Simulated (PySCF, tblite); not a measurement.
**C₅H₈F₃PS: geometry, infrared bands and NMR shifts**

What infrared bands and NMR shifts should C₅H₈F₃PS (`C[P@](=S)(C1CC1)C(F)(F)F`) show?

The runs use tblite 0.8.0 and PySCF 2.14.0, with density-fitted response routines of our own; the level of theory stands in each step. All values are computed, except where a source is named. Atoms are numbered from 0 throughout.

## Step 1: The molecule as given

18 atoms, charge 0, multiplicity 1; geometry from: force field or distance geometry start.

Bonds of the start (Å): C0–P1 1.80, P1–S2 1.97, P1–C3 1.83, C3–C4 1.50, C4–C5 1.49, P1–C6 1.75, C6–F7 1.33, C6–F8 1.33, C6–F9 1.34, C5–C3 1.51, C0–H10 1.08, C0–H11 1.09, C0–H12 1.11, C3–H13 1.08, C4–H14 1.08, C4–H15 1.09, C5–H16 1.08, C5–H17 1.08.

## Step 2: Geometry optimisation with GFN2-xTB

Job settings and geometry (Å):

```
{"job": {"kind": "relax", "xc": "GFN2-xTB", "basis": "xTB"}, "charge": 0, "multiplicity": 1}
C      0.608500    -1.691600     0.305000
P      0.832900     0.041700     0.728600
S      1.045900     0.352000     2.665500
C     -0.687500     0.932300     0.242900
C     -1.609400     0.404000    -0.809900
C     -2.042000     0.370200     0.620100
C      2.072800     0.589300    -0.379100
F      1.645000     0.304900    -1.607200
F      2.228100     1.902000    -0.210700
F      3.192600    -0.084000    -0.091400
H      1.484000    -2.269000     0.580800
H      0.444200    -1.817200    -0.767700
H     -0.263500    -2.116500     0.839900
H     -0.572800     2.003500     0.309800
H     -1.405100    -0.528900    -1.304200
H     -2.091800     1.131300    -1.455400
H     -2.092300    -0.585500     1.126100
H     -2.798400     1.068000     0.948500
```

Command:

```console
> OMP_NUM_THREADS=1 python probes_run.py task.json out
```

This one command runs all jobs of the session in turn.

**Question.** This job is followed by: GFN2-xTB harmonic vibrations, gas phase; GIAO PBE0/pcSseg-1 NMR shielding, non-relativistic, gas phase. Predict these results of the whole session: strongest single infrared mode (GFN2-xTB); zero-point energy (GFN2-xTB); ¹³C shifts against TMS (PBE0/pcSseg-1); ¹H shifts against TMS (PBE0/pcSseg-1, means over atoms taken as alike); ³¹P shifts against H3PO4 (PBE0/pcSseg-1); ³³S shifts against CS2 (PBE0/pcSseg-1); ¹⁹F shifts against CFCl3 (PBE0/pcSseg-1, means over atoms taken as alike); surface potential, 1st and 99th percentile.

The runs gave:

| quantity | value |
| --- | --- |
| strongest single infrared mode (GFN2-xTB) | 1081 cm⁻¹, 186 km/mol |
| zero-point energy (GFN2-xTB) | 77.1 kcal/mol |
| ¹³C shifts against TMS (PBE0/pcSseg-1) | 134.2, 17.1, 15.4, 9.1, 3.9 ppm |
| ¹H shifts against TMS (PBE0/pcSseg-1, means over atoms taken as alike) | 1.47, 1.40, 1.01, 1.00, 0.63, 0.52 ppm |
| ³¹P shifts against H3PO4 (PBE0/pcSseg-1) | 40.1 ppm |
| ³³S shifts against CS2 (PBE0/pcSseg-1) | -248 ppm |
| ¹⁹F shifts against CFCl3 (PBE0/pcSseg-1, means over atoms taken as alike) | -93.0 ppm |
| surface potential, 1st and 99th percentile | -1.20 V and 1.45 V |

Relaxing lowered the energy by 0.606 eV in 49 steps; the close pair that moved most is P1–C6, from 1.750 to 1.906 Å. All 48 modes are real, so the xTB geometry is a minimum. The strongest single mode, at 1081 cm⁻¹, moves mainly C6. Unscaled tight-binding wavenumbers are off by several per cent, some by more. Its intensities can rank the bands wrongly. At PBE0/pcSseg-1: Shielding is most anisotropic at P1 (span 253 ppm, paramagnetic term -684 ppm).
